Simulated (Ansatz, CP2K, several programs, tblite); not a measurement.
Energy against volume for ZnS (started from an entry of an open crystallographic database), at fixed shape and fractional coordinates, computed by several methods (PBE and r2SCAN, where shown, with plane waves in Ansatz); the cell shown is that of r2SCAN. The symmetry is F-43m (No. 216, cubic); a = 5.388 Å in the conventional setting, 19.55 Å³ an atom. Around Zn lie 4 S at 2.33 Å; around S lie 4 Zn at 2.33 Å. Calculated for a static, non-magnetic cell. Energies count from each curve's lowest point; fits are third-order Birch-Murnaghan.

```xyz
2
Lattice="0.0000 2.6941 2.6941 2.6941 0.0000 2.6941 2.6941 2.6941 0.0000" Properties=species:S:1:pos:R:3 pbc="T T T"
Zn    1.3470    1.3470    1.3470
S     0.0000    0.0000    0.0000
```

Question: PBE/SZV (CP2K), on the shape of the cell shown, gives
```
V (Å³/atom)  E (meV/atom)
     17.208        111.75
     18.381         25.87
     19.554          0.00
     20.727         18.07
     21.901         68.45
```
What equilibrium volume and bulk modulus follow?

Answer: V₀ = 19.60 Å³ an atom and B₀ = 98 GPa.

GFN1-xTB (tblite), on the shape of the cell shown, as a cluster of 64 atoms at the zone centre:

| V (Å³/atom) | E (meV/atom) |
| --- | --- |
| 17.208 | 319.05 |
| 18.381 | 170.60 |
| 19.554 | 77.02 |
| 20.727 | 23.67 |
| 21.901 | 0.00 |

This method closes the gap of a crystal that DFT finds insulating, so its curve rests on a wrong state.
The lowest point is an end point, so the minimum isn't bracketed.

r2SCAN, on the shape of its own relaxed cell:
```csv
V (Å³/atom),E (meV/atom)
18.381,19.78
18.968,4.78
19.554,0.00
20.141,3.89
20.727,15.18
```
V₀ = 19.57 Å³ an atom and B₀ = 79 GPa.

light PBE (260 eV, its own mesh), on the shape of the cell shown:

| V (Å³/atom) | E (meV/atom) |
| --- | --- |
| 17.990 | 77.93 |
| 18.772 | 37.76 |
| 19.554 | 57.86 |
| 20.336 | 0.00 |
| 21.118 | 10.00 |
| 21.901 | 46.51 |

The points scatter about a smooth fit, as a low cutoff and a light mesh can make them, so no fit is quoted.

PBE, on the shape of its own relaxed cell:
```
V (Å³/atom)  E (meV/atom)
     18.948         17.94
     19.552          4.30
     20.157          0.00
     20.762          3.58
     21.366         13.88
```
V₀ = 20.17 Å³ an atom and B₀ = 69 GPa.
